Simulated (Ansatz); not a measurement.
# Zr2Te4Cl2O11: the cost of one run

Computed with Ansatz 0.2.0 (DFT, PBE, plane-wave PAW, default files, scalar-relativistic, as far as a step names no other, unless a step's input says otherwise).

## Step 1: Starting point

The structure is triclinic, space group P-1 (No. 2). Conventional cell: a = 7.799 Å, b = 9.417 Å, c = 10.326 Å, α = 111.03°, β = 107.96°, γ = 98.48°. Around Zr (site symmetry 1) lie 7 O at 2.02 to 2.28 Å. Around Zr (site symmetry 1) lie 7 O at 2.00 to 2.27 Å. Around Te (site symmetry 1) lie 3 O at 1.82 to 1.95 Å. Around Te (site symmetry 1) lie 4 O at 1.82 to 2.07 Å. Te (site symmetry 1) has 3 O at 1.82 to 1.96 Å as nearest neighbours. Te (site symmetry 1) has 3 O at 1.83 to 1.85 Å as nearest neighbours. Around Cl (site symmetry 1) lie 6 Te at 2.86 to 3.74 Å and 9 O at 3.06 to 3.88 Å and 1 Cl at 3.80 Å. Cl (site symmetry 1) is surrounded by 6 Te at 2.89 to 3.81 Å and 8 O at 3.09 to 3.80 Å. Only part of the 19 independent sites is listed.

Coordinates:

```cif
data_structure
_symmetry_space_group_name_H-M 'P-1'
_symmetry_Int_Tables_number 2
_cell_length_a 7.7986
_cell_length_b 9.4173
_cell_length_c 10.3257
_cell_angle_alpha 111.031
_cell_angle_beta 107.958
_cell_angle_gamma 98.476
_cell_volume 644.28
loop_
_atom_site_label
_atom_site_type_symbol
_atom_site_symmetry_multiplicity
_atom_site_Wyckoff_symbol
_atom_site_fract_x
_atom_site_fract_y
_atom_site_fract_z
_atom_site_occupancy
Zr1 Zr 2 i 0.37552 0.11280 0.11145 1
Zr2 Zr 2 i 0.11586 0.38646 0.38049 1
Te1 Te 2 i 0.74131 0.49552 0.21013 1
Te2 Te 2 i 0.00778 0.26507 0.99816 1
Te3 Te 2 i 0.21813 0.02203 0.73607 1
Te4 Te 2 i 0.52021 0.23584 0.52941 1
Cl1 Cl 2 i 0.89340 0.12030 0.62840 1
Cl2 Cl 2 i 0.36810 0.61100 0.11070 1
O1 O 2 i 0.49790 0.14140 0.33150 1
O2 O 2 i 0.32860 0.33140 0.51450 1
O3 O 2 i 0.41000 0.00700 0.89250 1
O4 O 2 i 0.17380 0.13460 0.91800 1
O5 O 2 i 0.92740 0.38890 0.16850 1
O6 O 2 i 0.18100 0.25830 0.17630 1
O7 O 2 i 0.88980 0.50520 0.40030 1
O8 O 2 i 0.71080 0.41410 0.58900 1
O9 O 2 i 0.55300 0.32240 0.16000 1
O10 O 2 i 0.82220 0.08550 0.93860 1
O11 O 2 i 0.06200 0.82500 0.67220 1
```

## Step 2: Single point at the given positions

The input, input.yaml:

```yaml
crystal:
  lattice:
    - [7.7986, 0.0, 0.0]
    - [-1.3880640653, 9.3144413381, 0.0]
    - [-3.1836172485, -4.2209674252, 8.8695036897]
  atoms:
    - { symbol: Zr, position: [0.37552, 0.1128, 0.11145] }
    - { symbol: Zr, position: [0.62448, 0.8872, 0.88855] }
    - { symbol: Zr, position: [0.11586, 0.38646, 0.38049] }
    - { symbol: Zr, position: [0.88414, 0.61354, 0.61951] }
    - { symbol: Te, position: [0.74131, 0.49552, 0.21013] }
    - { symbol: Te, position: [0.25869, 0.50448, 0.78987] }
    - { symbol: Te, position: [0.00778, 0.26507, 0.99816] }
    - { symbol: Te, position: [0.99222, 0.73493, 0.00184] }
    - { symbol: Te, position: [0.21813, 0.02203, 0.73607] }
    - { symbol: Te, position: [0.78187, 0.97797, 0.26393] }
    - { symbol: Te, position: [0.52021, 0.23584, 0.52941] }
    - { symbol: Te, position: [0.47979, 0.76416, 0.47059] }
    - { symbol: Cl, position: [0.8934, 0.1203, 0.6284] }
    - { symbol: Cl, position: [0.1066, 0.8797, 0.3716] }
    - { symbol: Cl, position: [0.3681, 0.611, 0.1107] }
    - { symbol: Cl, position: [0.6319, 0.389, 0.8893] }
    - { symbol: O, position: [0.4979, 0.1414, 0.3315] }
    - { symbol: O, position: [0.5021, 0.8586, 0.6685] }
    - { symbol: O, position: [0.3286, 0.3314, 0.5145] }
    - { symbol: O, position: [0.6714, 0.6686, 0.4855] }
    - { symbol: O, position: [0.41, 0.007, 0.8925] }
    - { symbol: O, position: [0.59, 0.993, 0.1075] }
    - { symbol: O, position: [0.1738, 0.1346, 0.918] }
    - { symbol: O, position: [0.8262, 0.8654, 0.082] }
    - { symbol: O, position: [0.9274, 0.3889, 0.1685] }
    - { symbol: O, position: [0.0726, 0.6111, 0.8315] }
    - { symbol: O, position: [0.181, 0.2583, 0.1763] }
    - { symbol: O, position: [0.819, 0.7417, 0.8237] }
    - { symbol: O, position: [0.8898, 0.5052, 0.4003] }
    - { symbol: O, position: [0.1102, 0.4948, 0.5997] }
    - { symbol: O, position: [0.7108, 0.4141, 0.589] }
    - { symbol: O, position: [0.2892, 0.5859, 0.411] }
    - { symbol: O, position: [0.553, 0.3224, 0.16] }
    - { symbol: O, position: [0.447, 0.6776, 0.84] }
    - { symbol: O, position: [0.8222, 0.0855, 0.9386] }
    - { symbol: O, position: [0.1778, 0.9145, 0.0614] }
    - { symbol: O, position: [0.062, 0.825, 0.6722] }
    - { symbol: O, position: [0.938, 0.175, 0.3278] }
kpoints:
  mp_grid: { grid: [3, 3, 3] }
scf:
  occupations: { method: fermi_dirac, width: 0.02 }
hamiltonian:
  xc: pbe
  pseudopotentials: { kind: paw }
output:
  forces: true
  stress: true
  populations: true
  efg:
    quadrupole_moments_barn: { Zr: -0.176, Cl: -0.08112, O: -0.02558 }
    contact_densities: true
```

Run with:

```sh
$ ansatz run input.yaml --threads 4 --pin off --max-ram 8192MiB --backend cpu --events-out ev --progress --plain --runs-dir out
```

Q: Estimate wall time and peak memory on 4 threads of Arm Neoverse V1, shared host.

About 73 s, with a peak of 3.4 GiB.
